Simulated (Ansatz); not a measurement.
Born–Oppenheimer molecular dynamics of a periodic cell of 39 atoms, Cu$_{8}$Ag$_{7}$F$_{24}$ (host CuAgF3, host structure P-1, one Ag atom removed). It starts from an unrelaxed structure (largest force component 0.90 eV/Å).

All numbers below come from DFT LDA, scalar-relativistic, plane waves, PAW in Ansatz. Settings: cutoff 420 eV, k mesh 1x1x1, fermi-dirac smearing 0.05 eV, no spin polarisation.

```json
{"ensemble": "NVT, Nosé–Hoover chain", "time step": "2 fs", "steps asked": "200", "set temperature": "1200 K", "thermostat": "time constant 200 fs, chain length 5", "seed": "648301"}
```

First frame:

```xyz
39
Lattice="-5.8755 -5.7740 0.0000 5.6415 -5.7740 0.0000 0.0370 0.0764 8.1999" Properties=species:S:1:pos:R:3
Cu -0.059 -2.887 0.000
Cu 2.762 -5.774 0.000
Cu -0.040 -2.849 4.100
Cu 2.781 -5.736 4.100
Ag 2.696 -2.786 6.149
Ag -2.893 -8.686 2.050
Ag -0.240 -5.731 6.153
Ag 0.043 -5.741 2.047
F -1.765 -7.357 7.873
F 1.568 -4.115 0.327
F -1.366 -10.245 0.274
F 1.169 -1.227 7.926
F -1.768 -7.369 4.442
F 1.571 -4.102 3.757
F 4.375 -4.583 3.827
F -4.572 -6.889 4.372
F 0.074 -3.237 6.047
F -0.271 -8.234 2.153
F 2.828 -5.286 6.250
F -3.025 -6.186 1.950
Cu -0.175 -8.661 0.000
Cu -2.996 -5.774 0.000
Cu -0.157 -8.623 4.100
Cu -2.978 -5.736 4.100
Ag -2.776 -2.912 2.050
Ag 5.518 -5.731 6.153
Ag -5.715 -5.741 2.047
F -1.648 -1.583 7.873
F 1.451 -9.889 0.327
F -1.249 -4.471 0.274
F 1.052 -7.001 7.926
F 3.991 -7.369 4.442
F -4.188 -4.102 3.757
F -1.384 -4.583 3.827
F 1.187 -6.889 4.372
F -0.043 -9.011 6.047
F -0.154 -2.460 2.153
F -2.931 -5.286 6.250
F 2.734 -6.186 1.950
```

Problem. What does the run give?

Solution. The run went to its last step.

```
steps done                                               : 200
time covered                                             : 400 fs
mean temperature over the second half                    : 960 K
spread of the potential energy over the second half      : 11.0 meV per atom
mean potential energy of the second half above the start : 75.1 meV per atom
```

The conserved energy stayed within 0.14 meV per atom of its start (net change 0.06 meV per atom), so the integration is sound. The mean temperature of the second half is 20 % below the set value. A run of 0.4 ps of so small a system gives no equilibrium averages. Limits of this set-up: coarse k mesh, odd electron count without spin, no spin, though dangling bonds at a vacancy may carry it, a small cell, in which the defect meets its images.

Problem. What happens to the structure?

Solution. Mean squared displacements from the first frame to the last, about the centre of mass: Cu 0.08 Å², Ag 0.38 Å², F 0.59 Å². This is one draw of velocities; another would differ in detail.

Problem. How do temperature and energy run in time?

Solution. 
```csv
time (fs),T (K),potential energy less start (eV),conserved less start (meV/atom)
0,1200,0.000,0.00
20,886,1.549,0.05
40,810,1.942,0.05
60,874,1.680,0.01
80,855,1.846,-0.04
100,696,2.724,0.05
120,791,2.372,-0.02
140,683,3.054,0.07
160,817,2.564,-0.01
180,752,3.071,0.04
200,699,3.499,0.04
220,647,3.908,0.13
240,885,2.898,0.02
260,873,3.105,0.07
280,989,2.675,0.05
300,901,3.237,0.08
320,1020,2.765,0.04
340,1090,2.563,0.09
360,1167,2.315,0.05
380,1114,2.712,0.10
400,1138,2.713,0.06
```

Run time: 17 min on 2 threads of Arm Neoverse V1 (shared host), peak memory 0.75 GiB.
